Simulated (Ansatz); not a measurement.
# SiGeH (doublet): from Hartree-Fock to the top rungs, cc-pVTZ

An exercise on one series of results from a longer session: the logs are not shown, and one member is left open.

Program: Ansatz 0.2.0, Gaussian basis. Level of theory: cc-pVTZ, core rule «outside noble gas», up to 19 orbitals frozen. These are calculated values, not measurements.

To be run: UHF; CCSD(T) on ROHF; CCSD(T) on UHF; BCCD(T) on ROHF; CCSDT(Q) on ROHF; CCSDT(Q) on UHF; CASSCF and MRCISD+Q, 9 electrons in 9 orbitals; CASSCF and NEVPT2, 9 electrons in 9 orbitals.

3 further runs of the same task are left out: 3 set aside as unsound or not needed.

## The system

The geometry is a PBE0/def2-TZVP stationary point (not a proven minimum). No spin-orbit coupling is included. The filled d shell of Ge may be among the frozen orbitals whatever the setting's name suggests; the logs give the count.

3 atoms, charge 0, spin multiplicity 2.

Atoms are counted from 1 here; the program's logs count them from 0.

Bond lengths: Si1–Ge2 2.190 Å, Si1–H3 1.495 Å. Angles: Ge2–Si1–H3 180.0°.

Set-up of the first run:

File in.yaml:

```yaml
crystal:
  periodic: [false, false, false]
  atoms:
    - {symbol: Si, position_ang: [0.000000, 0.000000, 0.231514]}
    - {symbol: Ge, position_ang: [0.000000, 0.000000, -1.958437]}
    - {symbol: H, position_ang: [0.000000, 0.000000, 1.726924]}
basis:
  gaussian: {orbitals: cc-pVTZ}
magnetization: {spin_polarized: true, initial_magnetization: 1}
hamiltonian: {xc: hf}
output: {orbitals: {seedname: orbitals}}
```

Command:

```console
$ ansatz run in.yaml --threads 1 --pin off --events-out ev --progress --plain --max-ram 4096MiB --backend cpu
```

Among the steps run: UHF; CCSD(T) on ROHF; CCSD(T) on UHF; BCCD(T) on ROHF; CCSDT(Q) on ROHF; CCSDT(Q) on UHF; CASSCF and MRCISD+Q, 9 electrons in 9 orbitals; CASSCF and NEVPT2, 9 electrons in 9 orbitals.

One table of the session follows, with a row left open; its other results are not shown here.

```
          method  from RCCSDT(Q) (kJ/mol)
            ROHF                   +625.9
            RMP2                   +114.4
            UMP2                   +149.7
           RCCSD                    +44.7
           UCCSD                    +46.4
        RCCSD(T)                     +7.3
        UCCSD(T)                     +9.6
         BCCD(T)                        ?
          RCCSDT                     +3.5
          UCCSDT                     +3.8
       RCCSDT(Q)                        0
       UCCSDT(Q)                     -0.2
  CASSCF valence                   +404.9
  NEVPT2 valence                    +96.4
  MRCISD valence                    +36.7
MRCISD+Q valence                     +4.0
```

**Question.** Estimate the row for BCCD(T).

The run gave: from RCCSDT(Q) (kJ/mol): +7.4. In the column «from RCCSDT(Q) (kJ/mol)» it lies between RCCSD(T) (+7.3) and UCCSD(T) (+9.6).

To keep in mind: The determinant is far from a pure spin state, so its energy mixes those of several spin states (harmless only where they are near-degenerate, as at dissociation). Left out of the table: UHF (another determinant or state than the rows shown). Warnings: spin contamination; coupled cluster took another determinant than the lowest. Restricted and unrestricted rows rest on different reference determinants; where their highest levels disagree by more than a few hundredths of an eV, they describe different states and don't form one ladder.
